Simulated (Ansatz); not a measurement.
A nudged elastic band was laid between two geometries of a periodic cell of 63 atoms, Si (host Si, host structure diamond, one Si atom removed).

Level of theory: Ansatz, DFT LDA, scalar-relativistic, plane waves, PAW. Settings: PAW set soft_1, cutoff 420 eV, k mesh 1x1x1, gaussian smearing 0.05 eV, no spin polarisation.

```yaml
movable_images: 3
climbing_image: yes
spring: 5.0 eV/Å²
optimiser: quadratic models (default)
start_path: IDPP
force_threshold: 0.05 eV/Å
iteration_limit: 80
end_points: relaxed
```

First end point:

```xyz
63
Lattice="10.8600 0.0000 0.0000 0.0000 10.8600 0.0000 0.0000 0.0000 10.8600" Properties=species:S:1:pos:R:3
Si 5.425 0.001 -0.009
Si 6.774 1.338 1.365
Si 8.141 2.716 -0.002
Si 9.500 4.067 1.352
Si 8.148 0.001 2.713
Si 9.502 1.355 4.067
Si 0.004 -0.007 -0.001
Si 1.371 1.369 1.366
Si 2.719 2.708 -0.008
Si 4.057 4.057 1.365
Si 5.434 5.424 -0.001
Si 6.786 6.782 1.352
Si 8.148 8.139 -0.008
Si 9.504 9.502 1.352
Si 2.717 -0.003 2.714
Si 5.427 2.708 2.713
Si 6.774 4.056 4.084
Si 8.139 5.421 2.703
Si 9.502 6.785 4.064
Si 5.425 0.000 5.421
Si 6.773 1.370 6.768
Si 8.149 2.708 5.421
Si 9.503 4.069 6.779
Si 8.139 -0.010 8.134
Si 9.502 1.355 9.494
Si -0.003 5.429 -0.008
Si 1.359 6.785 1.353
Si 2.709 8.145 -0.001
Si 4.087 9.512 1.364
Si -0.004 2.709 2.713
Si 1.372 4.054 4.053
Si 2.718 5.431 2.714
Si 4.072 6.785 4.067
Si 5.426 8.138 2.712
Si 6.772 9.514 4.052
Si -0.006 0.001 5.421
Si 1.371 1.337 6.768
Si 2.720 2.706 5.422
Si 4.089 4.055 6.767
Si 5.426 5.432 5.421
Si 6.786 6.786 6.779
Si 8.139 8.146 5.429
Si 9.499 9.500 6.779
Si 2.717 0.000 8.145
Si 4.072 1.355 9.498
Si 5.426 2.709 8.144
Si 6.785 4.068 9.501
Si 8.146 5.428 8.142
Si 9.502 6.785 9.496
Si 0.005 8.148 2.702
Si 1.369 9.512 4.085
Si 0.003 5.423 5.429
Si 1.359 6.782 6.780
Si 2.718 8.137 5.421
Si 4.055 9.514 6.768
Si 0.005 2.719 8.133
Si 1.360 4.067 9.497
Si 2.708 5.420 8.134
Si 4.072 6.786 9.494
Si 5.436 8.149 8.133
Si 6.786 9.501 9.497
Si -0.002 8.141 8.141
Si 1.358 9.501 9.501
```

Last end point:

Only the atoms that move by more than 0.05 Å are listed.
```
Si20 4.081 1.349 4.081
```

Task: What changes between the two ends?

Result: The atom that moves furthest is Si20, by 2.33 Å; four of its nearest neighbours are Si35 2.35, Si55 2.35, Si21 2.35, Si38 3.83 Å at the first end and Si15 2.35, Si16 2.35, Si38 2.35, Si35 3.82 Å at the last.

Task: What energy profile does the band end with?

Result: The run converged. The highest image is number 2 of 0 to 4, 0.34 eV above the ends, which have the same energy within 2 meV. By the program's own check the climbing image is a first-order saddle point (lowest curvatures found: -0.68 and 0.30 eV/Å²). Limits of this set-up: coarse k mesh, PAW files made for another functional, no spin, though dangling bonds at a vacancy may carry it, a typed lattice constant that wasn't relaxed here.

```
image  path coordinate (Å)  energy (eV)  Si20–Si21 (Å)  Si20–Si35 (Å)  Si20–Si55 (Å)
    0                 0.00         0.00           2.35           2.35           2.35
    1                 0.86         0.05           2.41           2.41           2.53
    2                 1.72         0.34           2.71           2.72           2.74
    3                 2.56         0.05           2.87           3.50           3.53
    4                 3.41         0.00           3.82           3.82           3.82
```

Task: What is the geometry of the highest image?

Result: 
```xyz
63
Lattice="10.8600 0.0000 0.0000 0.0000 10.8600 0.0000 0.0000 0.0000 10.8600" Properties=species:S:1:pos:R:3
Si 5.429 0.000 -0.003
Si 6.799 1.355 1.351
Si 8.158 2.729 -0.006
Si 9.538 4.057 1.368
Si 8.149 0.000 2.701
Si 9.504 1.355 4.071
Si 0.018 -0.002 0.017
Si 1.450 1.312 1.448
Si 2.740 2.688 0.042
Si 4.116 3.969 1.456
Si 5.428 5.403 0.022
Si 6.801 6.785 1.340
Si 8.131 8.157 -0.039
Si 9.505 9.484 1.342
Si 2.888 -0.033 2.885
Si 5.467 2.530 2.896
Si 6.799 4.075 4.071
Si 8.157 5.431 2.696
Si 9.480 6.808 4.069
Si 4.762 0.687 4.745
Si 6.607 1.392 6.602
Si 8.149 2.725 5.426
Si 9.505 4.083 6.802
Si 8.044 0.042 8.042
Si 9.478 1.355 9.475
Si 0.002 5.426 0.000
Si 1.372 6.750 1.369
Si 2.700 8.130 -0.005
Si 4.073 9.491 1.351
Si 0.044 2.688 2.737
Si 1.452 3.976 4.113
Si 2.740 5.384 2.738
Si 4.074 6.785 4.071
Si 5.429 8.141 2.702
Si 6.609 9.681 4.035
Si -0.001 0.000 5.426
Si 1.356 1.355 6.794
Si 2.891 2.538 5.460
Si 4.073 4.074 6.795
Si 5.429 5.429 5.426
Si 6.762 6.830 6.759
Si 8.046 8.241 5.383
Si 9.457 9.526 6.759
Si 2.705 -0.001 8.145
Si 4.074 1.355 9.500
Si 5.429 2.724 8.145
Si 6.801 4.085 9.501
Si 8.130 5.464 8.128
Si 9.501 6.788 9.497
Si 0.000 8.129 2.699
Si 1.356 9.492 4.071
Si 0.019 5.407 5.428
Si 1.343 6.785 6.798
Si 2.706 8.141 5.426
Si 4.042 9.673 6.612
Si 0.000 2.726 8.156
Si 1.371 4.057 9.535
Si 2.698 5.431 8.155
Si 4.072 6.804 9.481
Si 5.386 8.235 8.050
Si 6.762 9.526 9.456
Si -0.035 8.158 8.128
Si 1.344 9.487 9.501
```

The band took 10 iterations and about 18 core-minutes.

The run took 5.4 min on 4 threads of Arm Neoverse V2, with other jobs on the host, peak memory 2.3 GiB.
